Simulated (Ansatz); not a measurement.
What does this script print? It uses the Ansatz DFT code, driven from Python.

Script `run_md.py`:
```python
# -*- coding: utf-8 -*-
"""Molecular dynamics of one BrHMgO molecule."""

import warnings

import ansatz as az
import numpy as np

GEOMETRY = """
O    -0.83890    0.93030   -0.88450
Mg    0.45250   -0.10490    0.12320
Br    2.12780   -1.46730    1.40480
H    -1.68580    0.58150   -0.66390
"""

warnings.simplefilter("ignore", az.DeckWarning)

molecule = az.Crystal.molecule()
for line in GEOMETRY.strip().splitlines():
    symbol, *xyz = line.split()
    molecule = molecule.atom(symbol, [float(v) for v in xyz])

base = (
    molecule.calculation()
    .basis(gaussian="def2-SVP")  # the orbital basis, by name
    .functional("blyp")
    .md("nve", timestep=0.5, steps=20, temperature=800, initial_velocities="maxwell_boltzmann", seed=32)
)
frames = []
out = base.session().plan().execute(on_event=lambda e: frames.append(e["data"]) if e["event"] == "md_step" else None)
print("t (fs)   E_pot (eV)      E_kin (eV)   T (K)   d(0-1) (A)")
for f in frames[::2]:
    xyz = np.array(f["positions_ang"])
    print(f"{f['time_fs']:6.2f} {f['lagrangian_ev']:14.5f} {f['e_kin_ev']:10.5f} {f['temperature_k']:8.1f} {np.linalg.norm(xyz[0] - xyz[1]):9.4f}")
kept = np.array([f["conserved_ev"] for f in frames])
print(f"conserved energy moves by at most {1000 * np.ptp(kept):.3f} meV")
```

```console
$ python run_md.py
t (fs)   E_pot (eV)      E_kin (eV)   T (K)   d(0-1) (A)
  0.00   -77545.41749    0.20682    800.0    1.9377
  1.00   -77545.43788    0.22711    878.5    1.9383
  2.00   -77545.48511    0.27333   1057.3    1.9376
  3.00   -77545.50522    0.29345   1135.1    1.9356
  4.00   -77545.49542    0.28436   1100.0    1.9328
  5.00   -77545.49531    0.28463   1101.0    1.9293
  6.00   -77545.52757    0.31658   1224.6    1.9252
  7.00   -77545.57335    0.36164   1398.9    1.9206
  8.00   -77545.59222    0.38042   1471.5    1.9151
  9.00   -77545.58211    0.37132   1436.3    1.9083
 10.00   -77545.59521    0.38451   1487.4    1.8998
conserved energy moves by at most 1.447 meV
```

Caveats:
- Total energies depend on the basis set; only differences at equal settings carry meaning.
- The trajectory is only some femtoseconds long, so its temperature is not equilibrated; where the script doesn't relax first, it starts from a rough generated geometry.
- The temperature counts the internal degrees of freedom alone.
- The whole script took 16 s on 1 thread of AMD EPYC 9R45 96-Core Processor (Zen 5) (shared host), peak memory 0.19 GiB.

(Lines on the test bed's own set-up are left out of the output.)
